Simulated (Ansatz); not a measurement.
The system is MnHg.

```
CELL_PARAMETERS angstrom
3.28800 0.00000 0.00000
0.00000 3.28800 0.00000
0.00000 0.00000 3.31300
ATOMIC_POSITIONS crystal
Hg 0.00000 0.00000 0.00000
Mn 0.50000 0.50000 0.50000
```

Alike in all runs: program Ansatz 0.2.0; functional PBE; potentials or basis Ansatz PAW; cutoff 420 eV (not typed: the program's choice for these potentials); k mesh 8 × 8 × 8; occupations fermi-dirac, width 0.05 eV.

The same cell was started in several ways:

| start | free energy over the lowest (meV/atom) | net moment (μB) | site or absolute moments (μB) | gap |
| --- | --- | --- | --- | --- |
| collinear spin, ferromagnetic start of up to 4 μB | 0.0 | 3.88 | Hg -0.03; Mn +3.85 | none (metal or under the smearing width) |
| no spin polarisation | 686.3 | - | - | none (metal or under the smearing width) |
| collinear spin, random start of up to 0.28 μB | 0.0 | 3.88 | Hg -0.03; Mn +3.85 | none (metal or under the smearing width) |

Allowing spin polarisation gains 686 meV/atom. A still lower state may exist.
